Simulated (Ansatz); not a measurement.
# GeW: the cost of one run

Method: DFT PBE, scalar-relativistic, plane waves, PAW, in Ansatz 0.2.0.

3 further runs of the same task are left out: 1 that didn't finish, 2 set aside as unsound or not needed.

### 1 The system as given

It takes space group Fm-3m (No. 225, cubic). Conventional cell: a = 5.155 Å, b = 5.155 Å, c = 5.155 Å, α = 90.00°, β = 90.00°, γ = 90.00°. Ge (site symmetry m-3m) is surrounded by 6 W at 2.58 Å. W (site symmetry m-3m) has 6 Ge at 2.58 Å as nearest neighbours.

Structure file:

```
Ge W
1.0
     0.00000    2.57761    2.57761
     2.57761    0.00000    2.57761
     2.57761    2.57761    0.00000
Ge W
1 1
Direct
  0.50000 0.50000 0.50000
  0.00000 0.00000 0.00000
```

It is the end of an earlier relaxation with the same method, from a generated guess; it needn't be the stable form of this composition. At a tolerance of 0.05 Å it has space group Fm-3m (No. 225); it has 17.13 Å³/atom, an uncorrected energy of +0.87 eV/atom over the elements.

### 2 Static run: bands, density of states and charges

input.yaml

```yaml
crystal:
  lattice:
    - [0.0, 2.5776111914, 2.5776111914]
    - [2.5776111914, 0.0, 2.5776111914]
    - [2.5776111914, 2.5776111914, 0.0]
  atoms:
    - { symbol: Ge, position: [0.5, 0.5, 0.5] }
    - { symbol: W, position: [0.0, 0.0, 0.0] }
basis:
  ecutwfc: 420
kpoints:
  mp_grid: { grid: [18, 18, 18] }
  band_path:
    path:
      - [[0.0, 0.0, 0.0], [0.5, 0.0, 0.5], [0.625, 0.25, 0.625]]
      - [[0.375, 0.375, 0.75], [0.0, 0.0, 0.0], [0.5, 0.5, 0.5], [0.5, 0.25, 0.75], [0.5, 0.0, 0.5]]
    npoints: 14
hamiltonian:
  xc: pbe
scf:
  occupations: { method: gaussian, width: 0.1 }
  n_extra_bands: 6
output:
  forces: true
  stress: true
  eigenvalues: true
  populations: true
  dos: { projected: true, de: 0.02, nscf_kmesh: { grid: [22, 22, 22] } }
  bader: true
  write_density: true
  write_potential: true
  elf: true
  volumetric_format: npy
```

Launch:

```sh
$ ansatz run input.yaml --threads 1 --pin off --max-ram 2048MiB --backend cpu --events-out ev --progress --plain --runs-dir out
```

Q: Estimate wall time and peak memory on 1 thread of Arm Neoverse V2, shared host.

About 26 s, with a peak of 0.41 GiB.
